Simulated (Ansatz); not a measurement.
Crystal: MoIr4.

```xyz
5
Lattice="1.3742 0.7934 11.3061 -1.3742 0.7934 11.3061 0.0000 -1.5868 11.3061" Properties=species:S:1:pos:R:3 pbc="T T T"
Ir    0.0000    0.0000   20.3610
Ir    0.0000    0.0000    6.7605
Ir    0.0000    0.0000   27.1578
Ir    0.0000    0.0000   13.5573
Mo    0.0000    0.0000    0.0000
```

The cell comes from a database or a generator and needn't be the stable form of this composition.

- Program: Ansatz 0.2.0
- Task: relaxation of cell and atoms
- Functional: LDA
- Potentials or basis: Ansatz PAW
- Cutoff: 420 eV (not typed: the program's choice for these potentials)
- k mesh: 11 × 11 × 11
- Occupations: fermi-dirac, width 0.05 eV
- Spin: no spin polarisation

At the start: volume 14.79 Å³/atom.

Task: How do energy, volume and symmetry change on relaxing?

Result: It ends after 5 steps and the volume is 14.04 Å³/atom (-5.1 %); space group R-3m (No. 166, to 0.05 Å).

Step by step:
| step | energy change (eV) | largest force (eV/Å) | volume (Å³) |
| --- | --- | --- | --- |
| 1 | 0.0000 | 0.0723 | 73.96 |
| 2 | -0.2074 | 0.0097 | 70.84 |
| 3 | -0.2138 | 0.0028 | 70.23 |
| 4 | -0.2138 | 0.0005 | 70.22 |
| 5 | -0.2128 | 0.0003 | 70.22 |

Final structure:
```xyz
5
Lattice="1.3509 0.7799 11.1082 -1.3509 0.7799 11.1082 0.0000 -1.5598 11.1082" Properties=species:S:1:pos:R:3 pbc="T T T"
Ir    0.0000    0.0000   20.0044
Ir    0.0000    0.0000    6.6440
Ir    0.0000    0.0000   26.6806
Ir    0.0000    0.0000   13.3202
Mo    0.0000    0.0000    0.0000
```

Caveat: the plane-wave basis is chosen anew once the cell has moved, so the energies of steps on either side of that aren't comparable; the PAW data sets come from PBE, with cores solved anew for the run's functional, which leaves a small shift of forces and pressure.
